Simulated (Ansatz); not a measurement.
**TiB: response to strain**

TiB is deformed so: zz strain of -1 %. What stress and forces result, by LAPW, PAW and all-electron datasets made for the crystal?

Program: Ansatz 0.2.0. Level of theory: DFT LDA, scalar-relativistic. These are calculated values, not measurements.

## 1. The starting structure

It takes space group F-43m (No. 216, cubic). Conventional cell: a = 4.202 Å, b = 4.202 Å, c = 4.202 Å, α = 90.00°, β = 90.00°, γ = 90.00°. Around Ti (site symmetry -43m) lie 4 B at 1.82 Å. B (site symmetry -43m) has 4 Ti at 1.82 Å as nearest neighbours.

Coordinates:

```
CELL_PARAMETERS angstrom
0.00000 2.10100 2.10100
2.10100 0.00000 2.10100
2.10100 2.10100 0.00000
ATOMIC_POSITIONS crystal
Ti 0.75000 0.75000 0.75000
B 0.00000 0.00000 0.00000
```

Atoms are numbered in the order of the input: Ti1, B2.

## 2. The deformed structure

Space group F-43m before, I-4m2 after.

## 3. LAPW, all electrons

The input, input.yaml:

```yaml
crystal:
  lattice:
    - [0.0, 2.101, 2.07999]
    - [2.101, 0.0, 2.07999]
    - [2.101, 2.101, 0.0]
  atoms:
    - { symbol: Ti, position: [0.75, 0.75, 0.75] }
    - { symbol: B, position: [0.0, 0.0, 0.0] }
kpoints:
  mp_grid: { grid: [13, 13, 13] }
  band_path:
    path:
      - [0.0, 0.0, 0.0]
      - [0.0, 0.5, 0.5]
      - [0.25, 0.75, 0.5]
      - [0.0, 0.5, 0.0]
      - [0.0, 0.0, 0.0]
      - [0.5, 0.5, 0.0]
      - [0.3775380063, 0.6224619937, 0.0]
      - [-0.3775380063, 0.3775380063, 0.0]
      - [0.0, 0.0, 0.0]
    npoints: 5
scf:
  occupations: { method: fermi_dirac, width: 0.05 }
hamiltonian:
  xc: lda
  pseudopotentials: { kind: all_electron, lapw: { basis_error: 0.00025 } }
output:
  forces: true
  stress: true
  eigenvalues: true
```

On the command line:

```
> ansatz run input.yaml --threads 1 --pin off --max-ram 3072MiB --backend cpu --events-out ev --progress --plain --runs-dir out
```

## 4. PAW with frozen cores

The input, input.yaml:

```yaml
crystal:
  lattice:
    - [0.0, 2.101, 2.07999]
    - [2.101, 0.0, 2.07999]
    - [2.101, 2.101, 0.0]
  atoms:
    - { symbol: Ti, position: [0.75, 0.75, 0.75] }
    - { symbol: B, position: [0.0, 0.0, 0.0] }
kpoints:
  mp_grid: { grid: [13, 13, 13] }
scf:
  occupations: { method: fermi_dirac, width: 0.05 }
hamiltonian:
  xc: lda
  pseudopotentials: { kind: paw }
output:
  forces: true
  stress: true
  eigenvalues: true
  efg: { contact_densities: true }
  write_density: true
  write_potential: true
  elf: true
  volumetric_format: npy
```

## 5. Datasets made for this crystal

input.yaml: that of step 4 with these lines changed.

```diff
@@ -14,3 +14,3 @@
   xc: lda
-  pseudopotentials: { kind: paw }
+  pseudopotentials: { kind: all_electron, datasets: crystal }
 output:
@@ -20,5 +20 @@
   efg: { contact_densities: true }
-  write_density: true
-  write_potential: true
-  elf: true
-  volumetric_format: npy
```

(Steps that only read results are left out.)

Q: Predict the outcome of this session. Wanted: pressure; largest shear or deviatoric stress.

The runs gave:

| quantity | value |
| --- | --- |
| pressure | LAPW 109.80, PAW 109.51, crystal datasets 109.80 GPa |
| largest shear or deviatoric stress (LAPW) | 1.53 GPa |

In words: The largest part of the stress beyond the pressure is 1.53 GPa in size, in the zz component; the atoms are carried along and not relaxed. No run of the undeformed cell stands beside it, so the pressure holds what the given cell had before the change. PAW: stress within 0.29 GPa of LAPW. Crystal datasets: stress within 0.01 GPa of LAPW.
